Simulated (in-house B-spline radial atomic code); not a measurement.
# Mg⁷⁺: ionisation energy by several methods

An exercise on one series of results from a longer session: the logs are not shown, and one member is left open.

Method: non-relativistic, several functionals, spin-polarised, exact exchange averaged over the configuration; spherical all-electron atom at the radial basis limit. Code: in-house B-spline radial atomic code version 1.

**Starting point**

```
element       : magnesium (Z = 12)
charge        : +7
electrons     : 5
configuration : [He] 2s2 2p1
nucleus       : point
```

Outer shells as boxes (Hund's rule):

[He] 2s2 2p1
```
[He] core
2s [↑↓]
2p [↑ ][  ][  ]
```

Where spins are not typed, each open shell is filled with up spins first.

Set-up of the first run:

Input settings:

```ini
Z = 12
electrons = 5.0
configuration = [He] 2s2 2p1
hamiltonian = nr
method = m062x
spin_polarised = True
exact_exchange = averaged over the configuration
```

The run is started by

```console
> python run_scf.py task.json out
```

task.json lists these runs, among others, and the program works through them in turn.

Steps of the session up to this table: M06-2X, a global hybrid; CAM-B3LYP, a range-separated hybrid; r2SCAN0, a global hybrid; BHandHLYP, a global hybrid; TPSSh, a global hybrid; ωB97X, a range-separated hybrid.

One of the session's tables, all rows but one given; the rest of the session is left out.

```
   method  ΔSCF (eV)
   M06-2X     266.97
  r2SCAN0     265.53
BHandHLYP          ?
    TPSSh     265.73
CAM-B3LYP     266.46
    ωB97X     265.71
```

Estimate the missing values for BHandHLYP.

**Answer.** ΔSCF (eV): 266.61. In the column «ΔSCF (eV)» it lies between CAM-B3LYP (266.46) and M06-2X (266.97).
